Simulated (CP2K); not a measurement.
Runs of CP2K 2026.2 on Rh. The cell holds a slab with vacuum, 6 atoms: a = 2.689 Å, b = 2.689 Å, c = 24.508 Å, α = 90.00°, β = 90.00°, γ = 90.00°. The slab is cut from a database's or a generator's crystal, which needn't be the stable form of the element.

```tsv
level	cutoff of the non-local correlation (Ry)	gap on the mesh (eV)	largest force (eV/Å)	work function (eV)
PBEsol	-	none	0.73	5.09
PW91	-	none	0.56	4.99
LDA	-	none	1.00	(b)
MS2	-	none	(a)	5.09
vdW-DF-cx	300	none	0.60	5.10
```

Alike in all rows: task work function; potentials or basis POTENTIAL_UZH Rh GTH-PBE-q17; DZVP-MOLOPT-PBE-GTH basis; no spin polarisation; cell as given; k mesh 8 × 8 × 1; smearing fermi-dirac 0.05 eV.

Q: Estimate the missing entries.

A: (a) 0.71; (b) 5.33.

Caveats: the potentials were made for another functional, which shifts forces and pressure; the basis of atomic orbitals isn't converged, which shifts pressures, moduli and gaps; meta-GGAs are noisy in the vacuum on a uniform grid, which can shift empty levels and the work function (some runs).

A k mesh can miss the band edges, and the runs leave out spin-orbit coupling on Rh.

A gap of «none» marks a metal or a gap under the smearing width.
